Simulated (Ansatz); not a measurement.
Born–Oppenheimer molecular dynamics of a periodic cell of 20 atoms, CsPbBr$_{3}$ (host CsPbBr3, host structure I4/mcm). It starts from an unrelaxed structure (largest force component 0.22 eV/Å).

All numbers below come from DFT r2SCAN, scalar-relativistic, plane waves, PAW in Ansatz 0.2.0. Settings: accuracy low, cutoff 500 eV, k mesh 1x1x1, fermi-dirac smearing 0.05 eV, no spin polarisation.

* ensemble: NPT, Langevin
* time step: 3 fs
* steps asked: 40
* set temperature: 500 K
* friction: 0.02 /fs
* pressure: 0 GPa
* seed: 512036

Frames 6 fs apart, positions in Å, forces in eV/Å.

Velocities at 0.0 fs (Å/ps):

```
Cs 2.34 -1.74 -1.93
Cs -0.06 0.61 0.68
Pb 2.81 1.40 0.97
Pb -0.81 -0.15 -1.47
Br 2.65 1.42 1.05
Br -2.36 -0.13 1.34
Br -4.14 0.31 0.34
Br 0.46 1.57 -2.51
Br -1.71 2.78 4.73
Br -3.95 -0.64 -0.14
Cs 0.97 -0.42 1.41
Cs 0.14 0.37 1.59
Pb -1.18 -0.81 -0.65
Pb 0.50 1.93 -0.01
Br -0.64 -0.71 0.98
Br -2.75 -2.82 1.01
Br -2.85 -0.09 -2.61
Br 1.78 -2.10 -2.71
Br -2.49 -3.38 -2.19
Br 6.97 -0.36 0.83
```

```xyz
20
Lattice="8.1981 0.0000 0.0000 0.0000 8.1981 0.0000 0.0000 0.0000 12.0858" Properties=species:S:1:pos:R:3:forces:R:3 time_fs=0.0 energy_less_start_eV=0.000 T=475
Cs 0.000 4.099 3.022 0.00 0.00 0.00
Cs 4.099 0.000 3.022 0.00 0.00 0.00
Pb 0.000 0.000 0.000 0.00 0.00 0.00
Pb 0.000 0.000 6.043 0.00 0.00 0.00
Br 0.000 0.000 3.022 0.00 0.00 0.00
Br 0.000 0.000 9.064 0.00 0.00 0.00
Br 1.513 5.612 0.000 -0.22 -0.22 0.00
Br 2.586 6.685 6.043 0.22 0.22 0.00
Br 2.586 1.513 0.000 0.22 -0.22 0.00
Br 1.513 2.586 6.043 -0.22 0.22 0.00
Cs 4.099 0.000 9.064 0.00 0.00 0.00
Cs 0.000 4.099 9.064 0.00 0.00 0.00
Pb 4.099 4.099 6.043 0.00 0.00 0.00
Pb 4.099 4.099 0.000 0.00 0.00 0.00
Br 4.099 4.099 9.064 0.00 0.00 0.00
Br 4.099 4.099 3.022 0.00 0.00 0.00
Br 5.612 1.513 6.043 -0.22 -0.22 0.00
Br 6.685 2.586 0.000 0.22 0.22 0.00
Br 6.685 5.612 6.043 0.22 -0.22 0.00
Br 5.612 6.685 0.000 -0.22 0.22 0.00
20
Lattice="8.2009 -0.0049 0.0008 -0.0049 8.1982 0.0045 0.0012 0.0067 12.0919" Properties=species:S:1:pos:R:3:forces:R:3 time_fs=6.0 energy_less_start_eV=-0.004 T=566
Cs 0.014 4.089 3.015 -0.01 0.00 0.00
Cs 4.099 0.006 3.025 0.01 -0.01 -0.01
Pb 0.017 0.008 0.006 -0.02 0.00 -0.03
Pb -0.003 0.005 6.039 0.00 -0.01 0.02
Br 0.014 0.012 3.024 0.00 0.00 0.04
Br -0.015 -0.001 9.078 0.00 0.00 -0.04
Br 1.488 5.608 0.004 -0.14 -0.28 -0.01
Br 2.590 6.692 6.037 0.19 0.24 0.01
Br 2.578 1.533 0.036 0.31 -0.17 -0.01
Br 1.484 2.593 6.047 -0.22 0.20 0.01
Cs 4.111 0.004 9.079 0.00 0.00 0.00
Cs 0.003 4.104 9.082 -0.01 0.01 -0.02
Pb 4.090 4.098 6.043 0.01 0.01 0.01
Pb 4.097 4.106 0.002 0.02 0.03 -0.01
Br 4.098 4.102 9.073 -0.01 -0.01 0.04
Br 4.079 4.082 3.033 -0.01 0.00 -0.03
Br 5.597 1.513 6.028 -0.18 -0.23 0.00
Br 6.697 2.569 -0.011 0.12 0.26 0.00
Br 6.673 5.593 6.039 0.23 -0.20 -0.01
Br 5.656 6.685 0.010 -0.29 0.17 0.01
20
Lattice="8.2082 -0.0087 0.0019 -0.0087 8.1992 0.0143 0.0028 0.0211 12.1128" Properties=species:S:1:pos:R:3:forces:R:3 time_fs=12.0 energy_less_start_eV=-0.006 T=512
Cs 0.029 4.089 3.018 -0.03 0.00 0.00
Cs 4.097 0.010 3.028 0.02 -0.01 -0.01
Pb 0.028 0.013 0.011 -0.03 0.00 -0.06
Pb -0.008 0.013 6.043 0.00 -0.02 0.04
Br 0.024 0.014 3.024 -0.01 0.00 0.11
Br -0.034 0.004 9.105 -0.01 -0.01 -0.09
Br 1.466 5.598 0.011 -0.09 -0.32 -0.01
Br 2.591 6.698 6.041 0.16 0.28 0.02
Br 2.564 1.556 0.074 0.40 -0.12 -0.01
Br 1.454 2.605 6.064 -0.22 0.19 0.02
Cs 4.134 0.019 9.107 0.00 0.01 0.00
Cs 0.011 4.119 9.117 -0.02 0.01 -0.04
Pb 4.082 4.102 6.057 0.03 0.01 0.02
Pb 4.097 4.111 0.013 0.03 0.04 -0.02
Br 4.103 4.117 9.094 -0.01 -0.01 0.07
Br 4.069 4.066 3.046 -0.01 -0.01 -0.05
Br 5.588 1.526 6.021 -0.14 -0.26 0.00
Br 6.705 2.559 -0.020 0.05 0.28 0.00
Br 6.670 5.581 6.042 0.22 -0.19 -0.01
Br 5.701 6.682 0.028 -0.37 0.13 0.02
20
Lattice="8.2201 -0.0036 0.0029 -0.0036 8.2030 0.0234 0.0043 0.0345 12.1365" Properties=species:S:1:pos:R:3:forces:R:3 time_fs=18.0 energy_less_start_eV=-0.023 T=523
Cs 0.053 4.089 3.024 -0.05 -0.01 -0.01
Cs 4.092 0.013 3.038 0.04 -0.01 -0.02
Pb 0.036 0.018 0.014 -0.03 -0.01 -0.08
Pb -0.009 0.016 6.049 -0.02 -0.03 0.06
Br 0.032 0.008 3.019 -0.01 0.00 0.16
Br -0.048 0.007 9.126 -0.01 -0.01 -0.14
Br 1.457 5.595 0.022 -0.06 -0.33 -0.02
Br 2.605 6.708 6.038 0.13 0.33 0.03
Br 2.558 1.581 0.103 0.43 -0.09 -0.01
Br 1.421 2.623 6.090 -0.19 0.16 0.02
Cs 4.155 0.040 9.137 0.01 0.01 0.00
Cs 0.035 4.136 9.152 -0.03 0.02 -0.04
Pb 4.076 4.109 6.075 0.06 0.01 0.04
Pb 4.108 4.122 0.023 0.03 0.06 -0.02
Br 4.120 4.134 9.114 -0.01 -0.01 0.05
Br 4.076 4.056 3.049 -0.01 -0.01 -0.05
Br 5.586 1.548 6.012 -0.09 -0.30 0.00
Br 6.714 2.559 -0.035 0.02 0.28 0.00
Br 6.681 5.572 6.041 0.19 -0.16 0.00
Br 5.739 6.690 0.051 -0.39 0.12 0.04
20
Lattice="8.2414 0.0052 0.0047 0.0052 8.2094 0.0288 0.0070 0.0425 12.1653" Properties=species:S:1:pos:R:3:forces:R:3 time_fs=24.0 energy_less_start_eV=-0.059 T=572
Cs 0.083 4.086 3.029 -0.06 -0.01 -0.02
Cs 4.093 0.023 3.055 0.05 -0.01 -0.05
Pb 0.049 0.023 0.020 -0.07 -0.01 -0.10
Pb -0.005 0.022 6.055 -0.05 -0.05 0.09
Br 0.048 -0.004 3.011 0.00 0.00 0.21
Br -0.059 0.008 9.151 -0.01 -0.02 -0.19
Br 1.459 5.595 0.031 -0.05 -0.33 -0.03
Br 2.630 6.718 6.037 0.10 0.36 0.03
Br 2.565 1.599 0.122 0.42 -0.09 -0.01
Br 1.385 2.640 6.120 -0.16 0.14 0.02
Cs 4.173 0.055 9.167 0.02 0.01 0.00
Cs 0.059 4.151 9.187 -0.04 0.02 -0.04
Pb 4.079 4.117 6.096 0.11 0.01 0.05
Pb 4.120 4.135 0.031 0.05 0.08 -0.01
Br 4.136 4.160 9.139 -0.02 -0.01 0.01
Br 4.091 4.046 3.046 -0.02 -0.01 -0.02
Br 5.592 1.562 5.999 -0.05 -0.33 0.01
Br 6.728 2.562 -0.051 0.01 0.27 0.00
Br 6.700 5.567 6.038 0.15 -0.13 0.00
Br 5.772 6.702 0.072 -0.37 0.12 0.04
20
Lattice="8.2657 0.0132 0.0019 0.0132 8.2183 0.0366 0.0028 0.0539 12.2022" Properties=species:S:1:pos:R:3:forces:R:3 time_fs=30.0 energy_less_start_eV=-0.086 T=550
Cs 0.112 4.089 3.033 -0.09 -0.01 -0.03
Cs 4.094 0.040 3.075 0.06 -0.02 -0.08
Pb 0.057 0.021 0.030 -0.10 0.02 -0.14
Pb -0.004 0.029 6.062 -0.07 -0.03 0.13
Br 0.058 -0.008 3.002 0.00 0.00 0.29
Br -0.073 0.016 9.187 -0.01 -0.03 -0.25
Br 1.460 5.597 0.041 -0.04 -0.32 -0.03
Br 2.650 6.722 6.036 0.05 0.41 0.04
Br 2.576 1.611 0.131 0.40 -0.10 -0.02
Br 1.344 2.668 6.142 -0.14 0.08 0.03
Cs 4.177 0.075 9.203 0.03 0.01 0.00
Cs 0.077 4.176 9.236 -0.06 0.02 -0.05
Pb 4.084 4.129 6.118 0.14 -0.01 0.08
Pb 4.128 4.150 0.042 0.09 0.08 0.00
Br 4.146 4.190 9.157 -0.02 -0.01 -0.01
Br 4.102 4.032 3.046 -0.02 -0.02 -0.04
Br 5.597 1.577 5.988 0.01 -0.37 0.02
Br 6.743 2.574 -0.069 0.00 0.25 0.00
Br 6.718 5.562 6.035 0.12 -0.09 0.00
Br 5.808 6.705 0.094 -0.35 0.13 0.05
20
Lattice="8.2895 0.0178 0.0011 0.0178 8.2258 0.0461 0.0017 0.0679 12.2267" Properties=species:S:1:pos:R:3:forces:R:3 time_fs=36.0 energy_less_start_eV=-0.094 T=605
Cs 0.135 4.096 3.042 -0.10 -0.01 -0.04
Cs 4.098 0.057 3.089 0.07 -0.02 -0.09
Pb 0.060 0.018 0.038 -0.13 0.06 -0.18
Pb -0.003 0.028 6.064 -0.08 -0.01 0.16
Br 0.069 -0.022 2.989 0.00 0.00 0.35
Br -0.093 0.025 9.213 -0.01 -0.04 -0.30
Br 1.461 5.599 0.058 -0.03 -0.31 -0.04
Br 2.671 6.728 6.044 0.00 0.46 0.04
Br 2.586 1.628 0.134 0.37 -0.12 -0.02
Br 1.304 2.690 6.148 -0.11 0.03 0.04
Cs 4.175 0.095 9.232 0.05 0.01 0.01
Cs 0.092 4.207 9.279 -0.06 0.02 -0.07
Pb 4.093 4.137 6.134 0.15 -0.02 0.11
Pb 4.133 4.163 0.054 0.12 0.07 0.02
Br 4.156 4.217 9.159 -0.03 -0.01 0.00
Br 4.108 4.016 3.047 -0.03 -0.02 -0.08
Br 5.604 1.597 5.982 0.07 -0.41 0.03
Br 6.763 2.581 -0.085 -0.01 0.23 0.01
Br 6.737 5.559 6.024 0.08 -0.05 0.01
Br 5.837 6.701 0.115 -0.32 0.15 0.06
20
Lattice="8.3106 0.0199 0.0018 0.0199 8.2344 0.0566 0.0026 0.0834 12.2421" Properties=species:S:1:pos:R:3:forces:R:3 time_fs=42.0 energy_less_start_eV=-0.086 T=622
Cs 0.157 4.109 3.053 -0.13 -0.01 -0.06
Cs 4.105 0.075 3.102 0.07 -0.02 -0.11
Pb 0.065 0.015 0.044 -0.16 0.10 -0.22
Pb 0.001 0.028 6.063 -0.09 0.03 0.19
Br 0.084 -0.031 2.973 0.00 0.00 0.41
Br -0.112 0.029 9.229 -0.01 -0.05 -0.35
Br 1.465 5.596 0.086 -0.03 -0.27 -0.05
Br 2.686 6.734 6.059 -0.04 0.52 0.04
Br 2.595 1.649 0.141 0.32 -0.17 -0.03
Br 1.263 2.716 6.139 -0.08 -0.04 0.07
Cs 4.173 0.113 9.252 0.07 0.01 0.01
Cs 0.105 4.239 9.315 -0.06 0.01 -0.09
Pb 4.101 4.148 6.149 0.16 -0.05 0.12
Pb 4.136 4.177 0.065 0.15 0.06 0.04
Br 4.170 4.243 9.154 -0.03 -0.01 0.01
Br 4.117 3.998 3.052 -0.03 -0.01 -0.13
Br 5.619 1.622 5.966 0.11 -0.45 0.04
Br 6.781 2.593 -0.096 -0.01 0.18 0.02
Br 6.753 5.550 6.008 0.06 0.00 0.02
Br 5.862 6.688 0.135 -0.27 0.19 0.07
20
Lattice="8.3410 0.0250 0.0039 0.0250 8.2467 0.0679 0.0058 0.1001 12.2597" Properties=species:S:1:pos:R:3:forces:R:3 time_fs=48.0 energy_less_start_eV=-0.073 T=580
Cs 0.183 4.128 3.062 -0.16 -0.02 -0.07
Cs 4.122 0.093 3.120 0.07 -0.02 -0.12
Pb 0.074 0.014 0.044 -0.20 0.13 -0.23
Pb 0.007 0.031 6.066 -0.09 0.06 0.19
Br 0.102 -0.041 2.963 0.00 0.00 0.45
Br -0.133 0.023 9.250 -0.01 -0.06 -0.38
Br 1.470 5.591 0.119 -0.02 -0.22 -0.08
Br 2.708 6.746 6.078 -0.09 0.57 0.04
Br 2.599 1.674 0.151 0.28 -0.21 -0.03
Br 1.231 2.751 6.127 -0.05 -0.13 0.11
Cs 4.178 0.131 9.265 0.08 0.02 0.01
Cs 0.115 4.276 9.351 -0.06 0.01 -0.10
Pb 4.118 4.163 6.167 0.16 -0.06 0.11
Pb 4.144 4.193 0.077 0.19 0.06 0.07
Br 4.190 4.270 9.150 -0.03 -0.02 0.05
Br 4.139 3.981 3.066 -0.04 -0.01 -0.20
Br 5.640 1.653 5.956 0.16 -0.50 0.05
Br 6.814 2.613 -0.105 0.00 0.13 0.03
Br 6.784 5.550 5.997 0.03 0.06 0.03
Br 5.886 6.685 0.151 -0.23 0.22 0.07
20
Lattice="8.3702 0.0296 0.0133 0.0296 8.2587 0.0807 0.0196 0.1190 12.2855" Properties=species:S:1:pos:R:3:forces:R:3 time_fs=54.0 energy_less_start_eV=-0.041 T=589
Cs 0.199 4.146 3.072 -0.18 -0.04 -0.07
Cs 4.141 0.105 3.149 0.07 -0.02 -0.15
Pb 0.082 0.013 0.045 -0.24 0.15 -0.24
Pb 0.018 0.031 6.075 -0.09 0.09 0.18
Br 0.127 -0.043 2.958 0.00 -0.01 0.48
Br -0.145 0.017 9.279 0.00 -0.07 -0.41
Br 1.476 5.593 0.161 0.00 -0.19 -0.11
Br 2.740 6.767 6.103 -0.15 0.62 0.06
Br 2.600 1.696 0.169 0.24 -0.25 -0.04
Br 1.205 2.775 6.124 -0.01 -0.20 0.15
Cs 4.192 0.150 9.287 0.09 0.02 0.02
Cs 0.132 4.311 9.401 -0.06 0.01 -0.12
Pb 4.137 4.179 6.191 0.17 -0.07 0.09
Pb 4.146 4.205 0.090 0.23 0.06 0.11
Br 4.219 4.296 9.160 -0.04 -0.02 0.09
Br 4.152 3.969 3.088 -0.04 0.00 -0.26
Br 5.659 1.683 5.959 0.20 -0.54 0.07
Br 6.850 2.628 -0.107 -0.01 0.09 0.05
Br 6.824 5.550 5.998 -0.01 0.10 0.05
Br 5.908 6.680 0.163 -0.19 0.24 0.07
20
Lattice="8.3970 0.0310 0.0239 0.0310 8.2703 0.0892 0.0352 0.1316 12.3216" Properties=species:S:1:pos:R:3:forces:R:3 time_fs=60.0 energy_less_start_eV=0.002 T=589
Cs 0.212 4.162 3.086 -0.20 -0.05 -0.08
Cs 4.155 0.110 3.179 0.07 -0.01 -0.18
Pb 0.092 0.016 0.049 -0.29 0.18 -0.26
Pb 0.034 0.024 6.089 -0.08 0.12 0.17
Br 0.152 -0.042 2.959 0.00 -0.01 0.50
Br -0.157 0.004 9.316 0.01 -0.07 -0.43
Br 1.480 5.596 0.194 0.01 -0.15 -0.14
Br 2.778 6.792 6.138 -0.20 0.65 0.07
Br 2.601 1.718 0.182 0.20 -0.30 -0.04
Br 1.181 2.794 6.124 0.02 -0.28 0.19
Cs 4.205 0.158 9.321 0.11 0.03 0.02
Cs 0.150 4.337 9.461 -0.05 0.02 -0.14
Pb 4.156 4.189 6.220 0.17 -0.09 0.08
Pb 4.143 4.219 0.099 0.28 0.08 0.14
Br 4.257 4.309 9.182 -0.04 -0.02 0.09
Br 4.154 3.954 3.098 -0.04 0.01 -0.29
Br 5.673 1.707 5.965 0.24 -0.55 0.08
Br 6.880 2.642 -0.111 -0.01 0.04 0.07
Br 6.854 5.543 6.008 -0.04 0.14 0.06
Br 5.924 6.674 0.166 -0.16 0.27 0.07
```

Of the whole run (120 fs, mean temperature of the second half 472 K): The conserved energy stayed within 0.023 meV per atom of its start (net change -0.0025 meV per atom), so the integration is sound. A run of 0.12 ps of so small a system gives no equilibrium averages. Limits of this set-up: coarse k mesh, low accuracy level. The cell's volume went from 812 to 892 Å³.

Run time: 11 min on 2 threads of Arm Neoverse V2, on a shared host, peak memory 1.4 GiB.
